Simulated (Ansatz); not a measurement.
# CHSeSi: a trajectory, and a look at its input

A trajectory is wanted. The input is run as typed.

Computed with Ansatz 0.2.0, Gaussian basis. Level: PBE0-D4/def2-SVP.

### Step 1. The structure

```csv
atom,x (Å),y (Å),z (Å)
C1,0.3631,-0.1216,-0.0867
Si2,-0.3374,1.4751,0.6122
Se3,-1.2963,-0.7236,-0.1398
H4,1.2706,-0.6298,-0.3858
```

### Step 2. The run

Contents of run/in.yaml:

```yaml
crystal:
  periodic: [false, false, false]
  atoms:
    - {symbol: C, position_ang: [0.363070, -0.121620, -0.086680]}
    - {symbol: Si, position_ang: [-0.337400, 1.475060, 0.612220]}
    - {symbol: Se, position_ang: [-1.296310, -0.723630, -0.139750]}
    - {symbol: H, position_ang: [1.270640, -0.629810, -0.385790]}
basis:
  gaussian: {orbitals: def2-SVP}
total_charge: 1
hamiltonian: {xc: pbe0, dispersion: d4}
md: {n_steps: 25, timestep: 0.5, temperature: 8000, ensemble: nve, seed: 429, initial_velocities: maxwell_boltzmann}
```

The run is started by

```
$ ansatz run in.yaml --threads 2 --pin off --events-out ev --progress --plain --max-ram 3481MiB
```

Q: Predict the outcome of this session. Wanted: this run.

**Answer**, as computed:

| quantity | value |
| --- | --- |
| this run | converged |
| fault | far too hot |

In words: The set temperature is far above any at which the molecule holds together; the run shows the first femtoseconds of that heating.
